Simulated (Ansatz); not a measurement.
**triplet CH7NOSi: levels of theory compared**

Wanted: a comparison of 6 runs (U-r2SCAN/cc-pVDZ, U-r2SCAN0/cc-pVDZ, UBLYP/cc-pVDZ, RPA@PBE/cc-pVDZ, RPA@PBE0/cc-pVDZ, UCCSD(T)/cc-pVDZ) of triplet CH7NOSi. 

The results are computed with Ansatz 0.2.0.

122 further runs of the same task are left out: 122 set aside as unsound or not needed.

## 1. The molecule

CH7NOSi has 11 atoms, charge 0, and is taken as a triplet. SMILES of the parent species: `OCN[SiH3]`. Geometry: relaxed at PBE0-D4/def2-TZVP. This is one conformer, not always the lowest. That shape belongs to the parent species and isn't relaxed for this state.

Bond lengths: O1–C2 1.405 Å, C2–N3 1.432 Å, N3–Si4 1.720 Å, O1–H5 0.962 Å, C2–H6 1.095 Å, C2–H7 1.100 Å, N3–H8 1.009 Å, Si4–H9 1.487 Å, Si4–H10 1.492 Å, Si4–H11 1.485 Å. Some angles: O1–C2–N3 112.6°, C2–N3–Si4 124.6°, O1–C2–H6 104.7°, O1–C2–H7 111.2°, N3–C2–H6 112.6°, N3–C2–H7 107.8°, C2–O1–H5 107.2°, C2–N3–H8 113.6°, Si4–N3–H8 119.4°, N3–Si4–H9 108.0°.

## 2. A single-point energy at U-r2SCAN/cc-pVDZ (run 1)

File run.yaml:

```yaml
crystal:
  periodic: [false, false, false]
  atoms:
    - {symbol: O, position_ang: [-1.208000, 1.808500, -0.668400]}
    - {symbol: C, position_ang: [-0.009800, 1.197800, -0.260600]}
    - {symbol: "N", position_ang: [0.021500, -0.204300, -0.552200]}
    - {symbol: Si, position_ang: [0.472500, -1.425900, 0.571200]}
    - {symbol: H, position_ang: [-1.930700, 1.291100, -0.299300]}
    - {symbol: H, position_ang: [0.776900, 1.753100, -0.781300]}
    - {symbol: H, position_ang: [0.150800, 1.320600, 0.820400]}
    - {symbol: H, position_ang: [0.033200, -0.410500, -1.539700]}
    - {symbol: H, position_ang: [-0.212700, -1.140500, 1.860100]}
    - {symbol: H, position_ang: [1.934400, -1.515500, 0.858100]}
    - {symbol: H, position_ang: [0.037100, -2.731600, 0.012700]}
basis:
  gaussian:
    orbitals: cc-pVDZ
magnetization:
  spin_polarized: true
  initial_magnetization: 2
hamiltonian:
  xc: r2scan
accuracy: high
output: {orbitals: {seedname: orbitals}}
```

Started as:

```console
$ ansatz run run.yaml --threads 1 --pin off --max-ram 3480MiB --events-out events.jsonl --progress --plain --runs-dir runs
```

Standard output:

```text
Warning: RAYON_NUM_THREADS=1 ignored (pool sized by the plan → 1); use --threads N
Functional definition: r2SCAN
  name "r2SCAN"
  parameter k0 = 0.174
  parameter k1 = 0.065
  parameter a1 = 4.9479
  exchange = r2scan_x(k0 = k0, k1 = k1, a1 = a1)
  correlation = r2scan_c
2309 factors; integrals over basis functions are off by at most 3.8e-9 eV
mean field evaluation 1: about -12551.4165 eV, gradient 3.5e1 eV
mean field evaluation 2: about -12543.6769 eV, gradient 5.4e1 eV
mean field evaluation 4: about -12556.2935 eV, gradient 6.2e0 eV
mean field evaluation 8: about -12556.6361 eV, gradient 6.0e-1 eV
mean field evaluation 16: about -12556.6318 eV, gradient 4.1e-3 eV
mean field evaluation 32: about -12556.6318 eV, gradient 3.7e-7 eV
mean field -12556.63182988 eV, -461.4477085572 hartree, gradient 4.2e-8 eV, S^2 2.008591; 5 other end points of the search recorded, 0 dependent functions left out
reference -12556.63183225 eV, -461.4477086445 hartree; 22, 20 occupied and 73, 75 virtual orbitals, 2309 factors
Total energy: -12556.63183225 eV, -461.4477086445 hartree
```

Wall time 22 s (1 thread of Intel Xeon 6975P-C (Granite Rapids), shared host); peak memory 0.53 GiB.

## 3. A single-point energy at U-r2SCAN0/cc-pVDZ (run 2)

run.yaml, as its differences from that of step 2:

```diff
@@ -1 +1,3 @@
+basis:
+  gaussian: {orbitals: cc-pVDZ}
 crystal:
@@ -5,3 +7,3 @@
     - {symbol: C, position_ang: [-0.009800, 1.197800, -0.260600]}
-    - {symbol: "N", position_ang: [0.021500, -0.204300, -0.552200]}
+    - {symbol: N, position_ang: [0.021500, -0.204300, -0.552200]}
     - {symbol: Si, position_ang: [0.472500, -1.425900, 0.571200]}
@@ -14,10 +16,4 @@
     - {symbol: H, position_ang: [0.037100, -2.731600, 0.012700]}
-basis:
-  gaussian:
-    orbitals: cc-pVDZ
-magnetization:
-  spin_polarized: true
-  initial_magnetization: 2
-hamiltonian:
-  xc: r2scan
+magnetization: {spin_polarized: true, initial_magnetization: 2}
+hamiltonian: {xc: {name: r2SCAN0}}
 accuracy: high
```

Started as:

```console
$ ansatz run run.yaml --threads 1 --pin off --max-ram 3480MiB --events-out events.jsonl --progress --plain --runs-dir runs
```

Standard output:

```text
Warning: RAYON_NUM_THREADS=1 ignored (pool sized by the plan → 1); use --threads N
Functional definition: r2SCAN0
  name "r2SCAN0"
  parameter a = 0.25
  parameter k0 = 0.174
  parameter k1 = 0.065
  parameter a1 = 4.9479
  exchange = (1 - a)*r2scan_x(k0 = k0, k1 = k1, a1 = a1) + a*exact_x
  correlation = r2scan_c
2309 factors; integrals over basis functions are off by at most 3.8e-9 eV
mean field evaluation 1: about -12551.9770 eV, gradient 2.9e1 eV
mean field evaluation 2: about -12550.5958 eV, gradient 3.5e1 eV
mean field evaluation 4: about -12555.5113 eV, gradient 2.4e0 eV
mean field evaluation 8: about -12555.8373 eV, gradient 6.0e-1 eV
mean field evaluation 16: about -12555.8455 eV, gradient 9.2e-3 eV
mean field evaluation 32: about -12555.8455 eV, gradient 6.9e-6 eV
mean field -12555.84549772 eV, -461.4188113833 hartree, gradient 4.5e-8 eV, S^2 2.010738; 2 other end points of the search recorded, 0 dependent functions left out
reference -12555.84549952 eV, -461.4188114497 hartree; 22, 20 occupied and 73, 75 virtual orbitals, 2309 factors
Total energy: -12555.84549952 eV, -461.4188114497 hartree
```

It took 27 s on 1 thread of Intel Xeon 6975P-C (Granite Rapids), shared host; peak memory 0.65 GiB.

Runs 3 to 5 aren't shown in full; the table further down has their settings and results.

## 4. A single-point energy at UCCSD(T)/cc-pVDZ (run 6)

File in.yaml:

```yaml
basis:
  gaussian:
    orbitals: cc-pVDZ
crystal:
  periodic: [false, false, false]
  atoms:
    - {symbol: O, position_ang: [-1.208000, 1.808500, -0.668400]}
    - {symbol: C, position_ang: [-0.009800, 1.197800, -0.260600]}
    - {symbol: "N", position_ang: [0.021500, -0.204300, -0.552200]}
    - {symbol: Si, position_ang: [0.472500, -1.425900, 0.571200]}
    - {symbol: H, position_ang: [-1.930700, 1.291100, -0.299300]}
    - {symbol: H, position_ang: [0.776900, 1.753100, -0.781300]}
    - {symbol: H, position_ang: [0.150800, 1.320600, 0.820400]}
    - {symbol: H, position_ang: [0.033200, -0.410500, -1.539700]}
    - {symbol: H, position_ang: [-0.212700, -1.140500, 1.860100]}
    - {symbol: H, position_ang: [1.934400, -1.515500, 0.858100]}
    - {symbol: H, position_ang: [0.037100, -2.731600, 0.012700]}
magnetization:
  spin_polarized: true
  initial_magnetization: 2
correlation:
  method: ccsd_t
  frozen_orbitals: {C: 1, H: 0, "N": 1, O: 1, Si: 5}
accuracy: high
scf:
  omitted_lower_state_checks: [cluster_reference, increment]
```

Started as:

```console
$ ansatz run in.yaml --threads 1 --pin off --max-ram 3480MiB --events-out events.jsonl --progress --plain --runs-dir runs
```

Standard output, cut to the lines that bear on the results:

```text
Warning: RAYON_NUM_THREADS=1 ignored (pool sized by the plan → 1); use --threads N
Functional definition: HF
  name "HF"
[...]
2309 factors; integrals over basis functions are off by at most 3.8e-9 eV
[...]
mean field -12516.39482040 eV, -459.9690257327 hartree, gradient 2.7e-8 eV, S^2 2.014594; 6 other end points of the search recorded, 0 dependent functions left out
8 core orbitals not correlated: weight in the atoms' cores, before any rotation towards them, 1.000 or more for the frozen orbitals, at most 0.000 for the correlated occupied ones
reference -12516.39482040 eV, -459.9690257327 hartree; 14, 12 occupied and 73, 75 virtual orbitals, 2309 factors
second order -15.86955813 eV of doubles, -0.00000000 eV of singles
cycle   1  -16.79009622 eV  change   -9.2e-1 eV  update   1.0e-1
[...]
cycle  32  -17.44847957 eV  change  -2.4e-10 eV  update   2.9e-9
perturbative correction -0.49429939 eV, -0.0181651676 hartree
Total energy: -12534.33759937 eV, -460.6284106976 hartree
Checks for a lower state left out: cluster_reference, increment
```

Run time: 81 s. Hardware: 1 thread of Intel Xeon 6975P-C (Granite Rapids), shared host; peak memory 1.3 GiB.

## 5. The series

| run | level | frozen core orbitals | energy (Eh) | ⟨S²⟩ | wall time |
| --- | --- | --- | --- | --- | --- |
| 1 | U-r2SCAN/cc-pVDZ | – | -461.447709 | 2.009 | 22 s |
| 2 | U-r2SCAN0/cc-pVDZ | – | -461.418811 | 2.011 | 27 s |
| 3 | UBLYP/cc-pVDZ | – | -461.497752 | 2.003 | 12 s |
| 4 | RPA@PBE/cc-pVDZ | 8 | -460.918322 | 2.003 | 20 s |
| 5 | RPA@PBE0/cc-pVDZ | 8 | -460.840579 | 2.007 | 18 s |
| 6 | UCCSD(T)/cc-pVDZ | 8 | -460.628411 | 2.015 | 81 s |

## 6. What came out

| quantity | value |
| --- | --- |
| run 6: total energy | -460.62841 Eh |
| run 6: correlation energy (8 core orbitals frozen) | -659.4 mEh |
| run 6: (T) correction | -18.17 mEh |
| run 6: ⟨S²⟩ of the reference determinant | 2.015 |
| run 6: T1 diagnostic | 0.026 |

Totals of different functionals can't be ranked against each other. All runs together took 3 min, the longest 81 s.
